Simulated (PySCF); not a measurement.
**RbB at other levels of theory**

Starting from one script, swap the method and compare what comes out for RbB.

The runs use PySCF 2.14.0; method and basis as typed in the scripts.

2 further runs of the same task are left out: 1 for a known fault of the program, 1 that didn't finish.

## (1) Where the work starts

RbB: 2 atoms, charge 0, spin multiplicity 1.

Bond lengths: Rb1–B2 3.306 Å.

## (2) The run that the others are compared with

input.py reads:

```python
from pyscf import gto, scf, mp

mol = gto.M(
    atom='Rb 0 0 0; B 0 0 3.306',
    basis='crenbl',
    ecp={'Rb': 'crenbl', 'B': 'crenbl'},
    charge=0,
    spin=0,
    verbose=4,
)
mf = scf.RHF(mol)
mf.kernel()
mp.MP2(mf).kernel()
mf.dip_moment()
print('orbital energies (hartree):', mf.mo_energy[..., max(0, mol.nelec[1]-3):mol.nelec[0]+3].round(4))
```

Launch:

```bash
$ python input.py
```

The log of this run is left out.

In short: E(SCF) = -26.275743 Eh, 10 cycles, E(MP2) − E(SCF) = -0.07214 Eh, μ = 8.75 D (of the SCF density).

The bond length is a typed value, not an optimised one.

## (3) Gradient

Variant 1 changes step after the SCF: mp2 → gradient.

input.py reads:

```python
from pyscf import gto, scf

mol = gto.M(
    atom='Rb 0 0 0; B 0 0 3.306',
    basis='crenbl',
    ecp={'Rb': 'crenbl', 'B': 'crenbl'},
    charge=0,
    spin=0,
    verbose=4,
)
mf = scf.RHF(mol)
mf.kernel()
mf.nuc_grad_method().kernel()
mf.dip_moment()
print('orbital energies (hartree):', mf.mo_energy[..., max(0, mol.nelec[1]-3):mol.nelec[0]+3].round(4))
```

Launch:

```bash
$ python input.py
```

## (4) SCF alone

Variant 2 changes step after the SCF: mp2 → none.

Changes to input.py since step 2:

```diff
@@ -1,2 +1,2 @@
-from pyscf import gto, scf, mp
+from pyscf import gto, scf
 
@@ -12,3 +12,2 @@
 mf.kernel()
-mp.MP2(mf).kernel()
 mf.dip_moment()
```

## (5) Frequency run

Variant 3 changes step after the SCF: mp2 → frequency.

Changes to input.py since step 2:

```diff
@@ -1,2 +1,3 @@
-from pyscf import gto, scf, mp
+from pyscf import gto, scf
+from pyscf.hessian import thermo
 
@@ -12,3 +13,4 @@
 mf.kernel()
-mp.MP2(mf).kernel()
+hess = mf.Hessian().kernel()
+print('wavenumber (cm^-1) =', thermo.harmonic_analysis(mol, hess)['freq_wavenumber'].round(1))
 mf.dip_moment()
```

**Question.** What will these runs give? Wanted: for each run, E(SCF); from base; gap; SCF dipole; after the SCF.

The runs gave:

```
          run  E(SCF) (hartree)  from base (eV)  cycles  gap (eV)  SCF dipole (D)              after the SCF
         base        -26.275743               0      10      4.01            8.75  MP2 correlation -1.963 eV
     gradient        -26.275743          0.0000      10      4.01            8.75                        n/a
    SCF alone        -26.275743          0.0000      10      4.01            8.75                        n/a
frequency run        -26.275743          0.0000      10      4.01            8.75      highest mode 243 cm⁻¹
```

**Reading.** Total energies from different bases, Hamiltonians or methods carry different errors, so properties are taken as differences within one set-up.
